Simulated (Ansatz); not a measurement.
**ClF₃H₂Si₂: how energies converge with the basis set**

The task here is to estimate one member of a computed series from the others.

The runs use Ansatz 0.2.0, Gaussian basis; one geometry, several basis sets.

Levels to be run: PBE0-D4/def2-SVP; ωB97M-V/def2-SVP; PBE0-D4/def2-QZVPP; ωB97M-V/def2-QZVPP; the functionals' def2-TZVPP values are taken from earlier runs.

### The geometry

The geometry comes from an earlier relaxation with PBE0-D4 in a triple-zeta def2 set; it is a stationary point, not always the lowest conformer.

SMILES `F[Si](F)(F)[SiH2]Cl`, 8 atoms, charge 0, spin multiplicity 1.

Atoms are counted from 1 here; the program's logs count them from 0.

Bond lengths: F1–Si2 1.579 Å, Si2–F3 1.579 Å, Si2–F4 1.581 Å, Si2–Si5 2.334 Å, Si5–Cl6 2.051 Å, Si5–H7 1.481 Å, Si5–H8 1.481 Å. Angles: F1–Si2–F3 107.5°, F1–Si2–F4 107.4°, F1–Si2–Si5 111.7°, F3–Si2–F4 107.4°, F3–Si2–Si5 111.7°, F4–Si2–Si5 110.9°, Si2–Si5–Cl6 107.7°, Si2–Si5–H7 110.1°, Si2–Si5–H8 110.1°, Cl6–Si5–H7 109.3°, Cl6–Si5–H8 109.3°, H7–Si5–H8 110.3°.

Set-up of the first run:

The input, in.yaml:

```yaml
crystal:
  periodic: [false, false, false]
  atoms:
    - {symbol: F, position_ang: [0.035851, -1.523276, 1.659835]}
    - {symbol: Si, position_ang: [0.672091, -0.882387, 0.364894]}
    - {symbol: F, position_ang: [2.104005, -0.345332, 0.756774]}
    - {symbol: F, position_ang: [0.874998, -2.045130, -0.686975]}
    - {symbol: Si, position_ang: [-0.674799, 0.810264, -0.511889]}
    - {symbol: Cl, position_ang: [-0.867133, 2.262722, 0.923932]}
    - {symbol: H, position_ang: [-0.038783, 1.393579, -1.716034]}
    - {symbol: H, position_ang: [-2.014030, 0.272359, -0.846339]}
basis:
  gaussian: {orbitals: def2-SVP}
hamiltonian: {xc: pbe0, dispersion: d4}
output: {orbitals: {seedname: orbitals}}
```

Among the steps run: PBE0-D4 in def2-SVP; ωB97M-V in def2-SVP; PBE0-D4 in def2-QZVPP; ωB97M-V in def2-QZVPP.

One table of the session follows, with a row left open; its other results are not shown here.

It belongs to the step «Density functionals: the series». 

```
functional       basis  HOMO (eV)
   PBE0-D4    def2-SVP      -8.88
   PBE0-D4  def2-TZVPP          ?
   PBE0-D4  def2-QZVPP      -9.01
   ωB97M-V    def2-SVP     -10.94
   ωB97M-V  def2-TZVPP     -11.08
   ωB97M-V  def2-QZVPP     -11.12
```

**Question.** Estimate the row for PBE0-D4, def2-TZVPP.

As computed: HOMO (eV): -8.99. In the column «HOMO (eV)» it lies between PBE0-D4, def2-QZVPP (-9.01) and PBE0-D4, def2-SVP (-8.88).
